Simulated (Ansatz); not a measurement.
# FHOZn + H₂: a complex and its separated parts, part 2 of 2

Ansatz 0.2.0, Gaussian basis. The steps go on from the part before.

**14. wB97X-V/def2-TZVPP**

The inputs:

parta/in.yaml

```yaml
crystal:
  periodic: [false, false, false]
  atoms:
    - {symbol: Zn, position_ang: [0.238560, -0.203818, -0.946249]}
    - {symbol: O, position_ang: [0.196757, -1.874243, -0.395877]}
    - {symbol: F, position_ang: [0.309422, 1.406110, -1.599015]}
    - {symbol: H, position_ang: [-0.027834, -1.990701, 0.529283]}
basis:
  gaussian: {orbitals: def2-TZVPP}
hamiltonian: {xc: {name: wB97X-V}}
```

partb/in.yaml

```yaml
crystal:
  periodic: [false, false, false]
  atoms:
    - {symbol: H, position_ang: [-0.408644, 1.075751, 1.473065]}
    - {symbol: H, position_ang: [-0.308261, 1.586902, 0.938795]}
basis:
  gaussian: {orbitals: def2-TZVPP}
hamiltonian: {xc: {name: wB97X-V}}
```

The same command starts each run, in its folder.

Started as:

```sh
ansatz run in.yaml --threads 4 --pin off --events-out ev --progress --plain --max-ram 9574MiB
```

parta printed (excerpt; [...] marks lines left out):

```text
Functional definition: wB97X-V
  name "wB97X-V"
  cite "Mardirossian & Head-Gordon, Phys. Chem. Chem. Phys. 16, 9904 (2014) doi:10.1039/C3CP54374A"
  cite "Becke, J. Chem. Phys. 107, 8554 (1997) doi:10.1063/1.475007"
  cite "Vydrov & Van Voorhis, J. Chem. Phys. 133, 244103 (2010) doi:10.1063/1.3521275"
[...]
      + integral(e_c_pw_opposite_spin*poly(b97_u_opposite, cos0, cos1)) + vv10(b, c)
902 factors; their error is unknown
143 factors; integrals over basis functions are off by at most 3.7e-5 eV
[...]
mean field -53197.25151315 eV, -1954.9629347160 hartree, gradient 2.3e-5 eV, S^2 0.000000; 0 other end points of the search recorded, 0 dependent functions left out
reference -53197.25151103 eV, -1954.9629346380 hartree; 24, 24 occupied and 116, 116 virtual orbitals, 902 factors
Total energy: -53197.25151103 eV, -1954.9629346380 hartree
```

Output in partb (excerpt; [...] marks lines left out):

```text
[... 5 set-up lines as earlier in the session ...]
[...]
      + integral(e_c_pw_opposite_spin*poly(b97_u_opposite, cos0, cos1)) + vv10(b, c)
118 factors; their error is unknown
42 factors; integrals over basis functions are off by at most 3.0e-5 eV
[...]
mean field -31.90859849 eV, -1.1726193659 hartree, gradient 8.8e-5 eV, S^2 0.000000; 0 other end points of the search recorded, 0 dependent functions left out
reference -31.90859749 eV, -1.1726193292 hartree; 1, 1 occupied and 27, 27 virtual orbitals, 118 factors
Total energy: -31.90859749 eV, -1.1726193292 hartree
```

Times: 2.5 s (parta), 0.15 s (partb) on 4 threads of Arm Neoverse V1, shared host.

**15. wB97M-V/def2-TZVPP**

Each input of step 14 (parta, partb) changes in the same lines:

```diff
-hamiltonian: {xc: {name: wB97X-V}}
+hamiltonian: {xc: {name: wB97M-V}}
```

One command serves all of them, each in its own folder.

Started as:

```sh
ansatz run in.yaml --threads 4 --pin off --events-out ev --progress --plain --max-ram 9574MiB
```

Log of parta (excerpt; [...] marks lines left out):

```text
Functional definition: wB97M-V
  name "wB97M-V"
  cite "Mardirossian & Head-Gordon, J. Chem. Phys. 144, 214110 (2016) doi:10.1063/1.4952647"
[... 2 set-up lines as earlier in the session ...]
  # Of w^i u^j: cxij and so on, Table III.
[...]
  gx(w, u) = 1 - cx + cx01*u + cx10*w
[...]
      + integral(e_c_pw_mod_opposite_spin*gos(b97_w_opposite, b97_u_opposite)) + vv10(b, c)
902 factors; their error is unknown
143 factors; integrals over basis functions are off by at most 3.7e-5 eV
[...]
mean field -53199.62077232 eV, -1955.0500033847 hartree, gradient 2.3e-5 eV, S^2 0.000000; 0 other end points of the search recorded, 0 dependent functions left out
reference -53199.62082428 eV, -1955.0500052943 hartree; 24, 24 occupied and 116, 116 virtual orbitals, 902 factors
Total energy: -53199.62082428 eV, -1955.0500052943 hartree
```

Output in partb (excerpt; [...] marks lines left out):

```text
[... 5 set-up lines as earlier in the session ...]
  # Of w^i u^j: cxij and so on, Table III.
[...]
  gx(w, u) = 1 - cx + cx01*u + cx10*w
[...]
      + integral(e_c_pw_mod_opposite_spin*gos(b97_w_opposite, b97_u_opposite)) + vv10(b, c)
118 factors; their error is unknown
42 factors; integrals over basis functions are off by at most 3.0e-5 eV
[...]
mean field -31.60111108 eV, -1.1613194123 hartree, gradient 7.3e-6 eV, S^2 0.000000; 0 other end points of the search recorded, 0 dependent functions left out
reference -31.60113534 eV, -1.1613203037 hartree; 1, 1 occupied and 27, 27 virtual orbitals, 118 factors
Total energy: -31.60113534 eV, -1.1613203037 hartree
```

They took 2.9 s (parta), 0.2 s (partb) on 4 threads of Arm Neoverse V1, shared host.

**16. B2PLYP/def2-TZVPP**

parta/in.yaml: that of step 15 with these lines changed.

```diff
@@ -9,2 +9,3 @@
   gaussian: {orbitals: def2-TZVPP}
-hamiltonian: {xc: {name: wB97M-V}}
+hamiltonian: {xc: {name: B2PLYP}}
+correlation: {frozen_orbitals: {F: 1, H: 0, O: 1, Zn: 9}}
```

partb/in.yaml: that of step 15 with these lines changed.

```diff
@@ -7,2 +7,2 @@
   gaussian: {orbitals: def2-TZVPP}
-hamiltonian: {xc: {name: wB97M-V}}
+hamiltonian: {xc: {name: B2PLYP}}
```

The same command starts each run, in its folder.

Started as:

```sh
ansatz run in.yaml --threads 4 --pin off --events-out ev --progress --plain --max-ram 9574MiB
```

Output in parta (excerpt; [...] marks lines left out):

```text
Functional definition: B2PLYP
  name "B2PLYP"
  cite "Grimme, J. Chem. Phys. 124, 034108 (2006) doi:10.1063/1.2148954"
[... 2 set-up lines as earlier in the session ...]
[...]
944 factors; integrals over basis functions are off by at most 1.2e-3 eV
[...]
mean field -53184.52934753 eV, -1954.4954037530 hartree, gradient 4.3e-6 eV, S^2 0.000000; 0 other end points of the search recorded, 0 dependent functions left out
11 core orbitals not correlated: weight in the atoms' cores, before any rotation towards them, 1.000 or more for the frozen orbitals, at most 0.000 for the correlated occupied ones
reference -53184.52948350 eV, -1954.4954087498 hartree; 13, 13 occupied and 116, 116 virtual orbitals, 944 factors
second order -32.45408639 eV of doubles, -0.00000000 eV of singles
Total energy: -53193.29208683 eV, -1954.8174284825 hartree
```

partb printed (excerpt; [...] marks lines left out):

```text
[... 5 set-up lines as earlier in the session ...]
[...]
145 factors; integrals over basis functions are off by at most 7.3e-4 eV
[...]
mean field -31.55848648 eV, -1.1597529872 hartree, gradient 1.1e-6 eV, S^2 0.000000; 0 other end points of the search recorded, 0 dependent functions left out
reference -31.55857590 eV, -1.1597562732 hartree; 1, 1 occupied and 27, 27 virtual orbitals, 145 factors
second order -1.02366918 eV of doubles, -0.00000000 eV of singles
Total energy: -31.83496658 eV, -1.1699134433 hartree
```

Wall times: 1.8 s (parta), 0.1 s (partb) on 4 threads of Arm Neoverse V1, shared host.

**17. PBE-QIDH/def2-TZVPP**

The same edit goes into each in.yaml of step 16 (parta, partb):

```diff
-hamiltonian: {xc: {name: B2PLYP}}
+hamiltonian: {xc: {name: PBE-QIDH}}
```

Each run has its own folder and the same command.

Started as:

```sh
ansatz run in.yaml --threads 4 --pin off --events-out ev --progress --plain --max-ram 9574MiB
```

Output in parta (excerpt; [...] marks lines left out):

```text
Functional definition: PBE-QIDH
  name "PBE-QIDH"
  cite "Brémond, Sancho-García, Pérez-Jiménez & Adamo, J. Chem. Phys. 141, 031101 (2014) doi:10.1063/1.4890314"
[... 1 set-up line as earlier in the session ...]
[...]
944 factors; integrals over basis functions are off by at most 1.2e-3 eV
[...]
mean field -53174.60108353 eV, -1954.1305467805 hartree, gradient 5.5e-6 eV, S^2 0.000000; 0 other end points of the search recorded, 0 dependent functions left out
11 core orbitals not correlated: weight in the atoms' cores, before any rotation towards them, 1.000 or more for the frozen orbitals, at most 0.000 for the correlated occupied ones
reference -53174.60109675 eV, -1954.1305472663 hartree; 13, 13 occupied and 116, 116 virtual orbitals, 944 factors
second order -30.25229716 eV of doubles, -0.00000000 eV of singles
Total energy: -53184.68519580 eV, -1954.5011310713 hartree
```

Output in partb (excerpt; [...] marks lines left out):

```text
[... 4 set-up lines as earlier in the session ...]
[...]
145 factors; integrals over basis functions are off by at most 7.3e-4 eV
[...]
mean field -31.52724569 eV, -1.1586049093 hartree, gradient 1.4e-6 eV, S^2 0.000000; 0 other end points of the search recorded, 0 dependent functions left out
reference -31.52725211 eV, -1.1586051451 hartree; 1, 1 occupied and 27, 27 virtual orbitals, 145 factors
second order -0.95920924 eV of doubles, -0.00000000 eV of singles
Total energy: -31.84698853 eV, -1.1703552416 hartree
```

They took 1.9 s (parta), 0.1 s (partb) on 4 threads of Arm Neoverse V1, shared host.

**18. RPA on PBE/def2-TZVPP**

parta/in.yaml: that of step 17 with these lines changed.

```diff
@@ -9,3 +9,3 @@
   gaussian: {orbitals: def2-TZVPP}
-hamiltonian: {xc: {name: PBE-QIDH}}
-correlation: {frozen_orbitals: {F: 1, H: 0, O: 1, Zn: 9}}
+hamiltonian: {xc: pbe}
+correlation: {method: rpa, frozen_orbitals: {F: 1, H: 0, O: 1, Zn: 9}}
```

partb/in.yaml: that of step 17 with these lines changed.

```diff
@@ -7,2 +7,3 @@
   gaussian: {orbitals: def2-TZVPP}
-hamiltonian: {xc: {name: PBE-QIDH}}
+hamiltonian: {xc: pbe}
+correlation: {method: rpa}
```

One command serves all of them, each in its own folder.

Started as:

```sh
ansatz run in.yaml --threads 4 --pin off --events-out ev --progress --plain --max-ram 9574MiB
```

Log of parta (excerpt; [...] marks lines left out):

```text
[... 4 set-up lines as earlier in the session ...]
[...]
944 factors; integrals over basis functions are off by at most 1.2e-3 eV
[...]
mean field -53191.58651375 eV, -1954.7547498281 hartree, gradient 7.8e-6 eV, S^2 0.000000; 0 other end points of the search recorded, 0 dependent functions left out
11 core orbitals not correlated: weight in the atoms' cores, before any rotation towards them, 1.000 or more for the frozen orbitals, at most 0.000 for the correlated occupied ones
reference -53136.83384372 eV, -1952.7426263172 hartree; 13, 13 occupied and 116, 116 virtual orbitals, 944 factors
Total energy: -53174.18148585 eV, -1954.1151268503 hartree
```

Log of partb (excerpt; [...] marks lines left out):

```text
[... 4 set-up lines as earlier in the session ...]
[...]
145 factors; integrals over basis functions are off by at most 7.3e-4 eV
[...]
mean field -31.73222011 eV, -1.1661375800 hartree, gradient 1.4e-6 eV, S^2 0.000000; 0 other end points of the search recorded, 0 dependent functions left out
reference -30.80639190 eV, -1.1321140210 hartree; 1, 1 occupied and 27, 27 virtual orbitals, 145 factors
Total energy: -32.86230347 eV, -1.2076673778 hartree
```

Wall times: 1.6 s (parta), 0.1 s (partb) on 4 threads of Arm Neoverse V1, shared host.

**19. CCSD(T)/def2-TZVPP**

parta/in.yaml: that of step 18 with these lines changed.

```diff
@@ -9,3 +9,2 @@
   gaussian: {orbitals: def2-TZVPP}
-hamiltonian: {xc: pbe}
-correlation: {method: rpa, frozen_orbitals: {F: 1, H: 0, O: 1, Zn: 9}}
+correlation: {method: ccsd_t, frozen_orbitals: {F: 1, H: 0, O: 1, Zn: 9}}
```

partb/in.yaml: that of step 18 with these lines changed.

```diff
@@ -7,3 +7,2 @@
   gaussian: {orbitals: def2-TZVPP}
-hamiltonian: {xc: pbe}
-correlation: {method: rpa}
+correlation: {method: ccsd_t}
```

The same command starts each run, in its folder.

Started as:

```sh
ansatz run in.yaml --threads 4 --pin off --events-out ev --progress --plain --max-ram 9574MiB
```

parta printed (excerpt; [...] marks lines left out):

```text
Functional definition: HF
  name "HF"
  cite "Fock, Z. Phys. 61, 126 (1930) doi:10.1007/BF01340294"
[... 1 set-up line as earlier in the session ...]
[...]
944 factors; integrals over basis functions are off by at most 1.2e-3 eV
[...]
mean field -53138.69439762 eV, -1952.8110004120 hartree, gradient 2.6e-6 eV, S^2 0.000000; 0 other end points of the search recorded, 0 dependent functions left out
11 core orbitals not correlated: weight in the atoms' cores, before any rotation towards them, 1.000 or more for the frozen orbitals, at most 0.000 for the correlated occupied ones
reference -53138.69439762 eV, -1952.8110004120 hartree; 13, 13 occupied and 116, 116 virtual orbitals, 944 factors
second order -27.34912045 eV of doubles, -0.00000000 eV of singles
cycle   1  -25.18609083 eV  change     2.2e0 eV  update   1.4e-1
[...]
cycle  12  -26.02042168 eV  change   -5.7e-6 eV  update   3.6e-6
perturbative correction -0.80151539 eV, -0.0294551472 hartree
Total energy: -53165.51633469 eV, -1953.7966884186 hartree
```

Output in partb (excerpt; [...] marks lines left out):

```text
[... 4 set-up lines as earlier in the session ...]
[...]
145 factors; integrals over basis functions are off by at most 7.3e-4 eV
[...]
mean field -30.82769651 eV, -1.1328969511 hartree, gradient 4.3e-7 eV, S^2 0.000000; 0 other end points of the search recorded, 0 dependent functions left out
reference -30.82769651 eV, -1.1328969511 hartree; 1, 1 occupied and 27, 27 virtual orbitals, 145 factors
second order -0.86257685 eV of doubles, -0.00000000 eV of singles
cycle   1  -1.00723377 eV  change   -1.4e-1 eV  update   2.6e-2
[...]
cycle   7  -1.07308488 eV  change    6.1e-7 eV  update   4.1e-7
perturbative correction -0.00000000 eV, -0.0000000000 hartree
Total energy: -31.90078139 eV, -1.1723320930 hartree
```

They took 5.5 s (parta), 0.1 s (partb) on 4 threads of Arm Neoverse V1, shared host; peak memory 0.62 GiB.

**20. Vibrations of FHOZn**

The input, vib-parta/in.yaml:

```yaml
crystal:
  periodic: [false, false, false]
  atoms:
    - {symbol: Zn, position_ang: [0.238560, -0.203818, -0.946249]}
    - {symbol: O, position_ang: [0.196757, -1.874243, -0.395877]}
    - {symbol: F, position_ang: [0.309422, 1.406110, -1.599015]}
    - {symbol: H, position_ang: [-0.027834, -1.990701, 0.529283]}
basis:
  gaussian: {orbitals: def2-TZVP}
hamiltonian: {xc: pbe0, dispersion: d4}
phonons: {temperatures: {t_min: 298.15, t_max: 900, t_step: 200}}
```

Started as:

```sh
ansatz run in.yaml --threads 4 --pin off --events-out ev --progress --plain --max-ram 9574MiB
```

The program printed (excerpt; [...] marks lines left out):

```text
[... 5 set-up lines as earlier in the session ...]
[...]
892 factors; their error is unknown
[...]
mean field -53191.83240788 eV, -1954.7637862706 hartree, gradient 6.9e-5 eV, S^2 0.000000; 0 other end points of the search recorded, 0 dependent functions left out
[...]
Atom 1 at     0.196757    -1.874243    -0.395877 Å, force    -0.000484    -0.000409     0.002031 eV/Å
Atom 2 at     0.309422     1.406110    -1.599015 Å, force     0.000010     0.000124    -0.000067 eV/Å
Atom 3 at    -0.027834    -1.990701     0.529283 Å, force     0.000705     0.001733    -0.003218 eV/Å
Dipole moment:    -0.083660    -0.178955     0.375719 e Å
Vibrations: 165.46 172.03 605.41 755.27 801.35 3906.14 cm⁻¹, zero-point energy 0.397100 eV
```

Run time: 14 s. Hardware: 4 threads of Arm Neoverse V1, shared host.

Wavenumbers and character of the modes:

| mode | wavenumber (cm⁻¹) | character |
| --- | --- | --- |
| 1 | 165 | bend |
| 2 | 172 | bend |
| 3 | 605 | Zn–F and Zn–O stretch |
| 4 | 755 | Zn–O and Zn–F stretch |
| 5 | 801 | bend |
| 6 | 3906 | O–H stretch |

Vibrational sums (real modes only):

| T (K) | entropy (J/mol/K) | heat capacity (J/mol/K) |
| --- | --- | --- |
| 298 | 24.2 | 25.8 |
| 498 | 39.7 | 33.9 |
| 698 | 51.8 | 37.4 |
| 898 | 61.4 | 39.5 |

**21. Vibrations of H₂**

The input, vib-partb/in.yaml:

```yaml
crystal:
  periodic: [false, false, false]
  atoms:
    - {symbol: H, position_ang: [-0.408644, 1.075751, 1.473065]}
    - {symbol: H, position_ang: [-0.308261, 1.586902, 0.938795]}
basis:
  gaussian: {orbitals: def2-TZVP}
hamiltonian: {xc: pbe0, dispersion: d4}
phonons: {temperatures: {t_min: 298.15, t_max: 900, t_step: 200}}
```

Started as:

```sh
ansatz run in.yaml --threads 4 --pin off --events-out ev --progress --plain --max-ram 9574MiB
```

The program printed (excerpt; [...] marks lines left out):

```text
[... 5 set-up lines as earlier in the session ...]
[...]
88 factors; their error is unknown
[...]
mean field -31.78865264 eV, -1.1682114375 hartree, gradient 1.7e-5 eV, S^2 0.000000; 0 other end points of the search recorded, 0 dependent functions left out
[...]
reference -31.78856231 eV, -1.1682081177 hartree; 1, 1 occupied and 11, 11 virtual orbitals, 88 factors
Total energy: -31.79027507 eV, -1.1682710606 hartree
Atom 0 at    -0.408644     1.075751     1.473065 Å, force     0.000346     0.001764    -0.001843 eV/Å
Atom 1 at    -0.308261     1.586902     0.938795 Å, force    -0.000346    -0.001764     0.001843 eV/Å
Dipole moment:    -0.000000    -0.000000     0.000000 e Å
Vibrations: 4414.07 cm⁻¹, zero-point energy 0.273638 eV
```

Wall time 0.2 s (4 threads of Arm Neoverse V1, shared host).

The modes, with what each moves most:

| mode | wavenumber (cm⁻¹) | character |
| --- | --- | --- |
| 1 | 4414 | H–H stretch |

Vibrational sums (real modes only):

| T (K) | entropy (J/mol/K) | heat capacity (J/mol/K) |
| --- | --- | --- |
| 298 | 0.0 | 0.0 |
| 498 | 0.0 | 0.0 |
| 698 | 0.0 | 0.1 |
| 898 | 0.1 | 0.4 |

**22. Complex less separated parts**

The complex's own energies come from single points at the same levels.

Rows are in def2-TZVPP; times add the 3 runs of a level on a shared host, so small differences are noise.

Differences are taken before rounding.

| method | rung | complex less parts (kJ/mol) | from CCSD(T) (kJ/mol) | time |
| --- | --- | --- | --- | --- |
| SPW92 | LDA | -13.0 | -8.9 | 1.3 s |
| PBE-D4 | GGA | -6.0 | -1.9 | 1.9 s |
| BLYP-D4 | GGA | -2.9 | +1.1 | 1.9 s |
| r2SCAN-D4 | meta-GGA | -6.4 | -2.3 | 4.2 s |
| B97M-V | meta-GGA | -5.3 | -1.2 | 7.9 s |
| PBE0-D4 | hybrid | -6.3 | -2.2 | 2.6 s |
| B3LYP-D4 | hybrid | -4.5 | -0.4 | 2.8 s |
| r2SCAN0-D4 | hybrid | -7.1 | -3.0 | 5.2 s |
| BHLYP-D4 | hybrid | -6.1 | -2.0 | 2.6 s |
| CAM-B3LYP-D4 | range-separated hybrid | -5.7 | -1.6 | 3 s |
| wB97X-V | range-separated hybrid | -5.9 | -1.8 | 6.5 s |
| wB97M-V | range-separated hybrid | -5.8 | -1.8 | 7.3 s |
| B2PLYP | double hybrid | -2.5 | +1.6 | 4.3 s |
| PBE-QIDH | double hybrid | -4.6 | -0.6 | 4.5 s |
| RPA on PBE | RPA | -1.6 | +2.5 | 4.1 s |
| Hartree-Fock | wavefunction | -1.6 | +2.5 |  |
| MP2 | wavefunction | -3.0 | +1.1 |  |
| CCSD | wavefunction | -3.8 | +0.3 |  |
| CCSD(T) | wavefunction | -4.1 | 0 | 36 s |

Among the levels timed on like hardware and quicker than the yardstick, those that no quicker one beats, quickest first: SPW92 (1.3 s, -8.9 kJ/mol); BLYP-D4 (1.9 s, +1.1 kJ/mol); B3LYP-D4 (2.8 s, -0.4 kJ/mol).

For cost: B3LYP-D4 gets within 0.4 kJ/mol in 2.8 s, where CCSD(T) took 36 s; the quickest level in the cost chart, SPW92, takes 1.3 s and misses by 8.9 kJ/mol.

The complex's zero-point energy, from a separate PBE0-D4 run, is 0.726 eV.

**23. Summary of results**

This closing draws on all 2 parts.

| quantity | value |
| --- | --- |
| complex less parts, CCSD(T)/def2-TZVPP | -4.1 kJ/mol |
| with zero-point energy | +1.3 kJ/mol |
| largest T1 diagnostic | 0.018 |

At CCSD(T) the complex lies 4.1 kJ/mol below its parts. The functionals run from B3LYP-D4, off by -0.4 kJ/mol, to SPW92, off by -8.9 kJ/mol, against CCSD(T). By rung, the mean size of the error is: LDA 8.9, GGA 1.5, meta-GGA 1.8, hybrid 1.9, range-separated hybrid 1.7, double hybrid 1.1 kJ/mol. PBE-D4 gives a relative energy 1.9 kJ/mol too low, an error of 47 % of the reference. The complex's frequency run has imaginary modes: the structure is no minimum, so both the energy and the zero-point correction are in doubt. No counterpoise was applied, and triple zeta lacks some correlation, so the CCSD(T) reference has a basis error of its own, and close matches with it are partly luck.
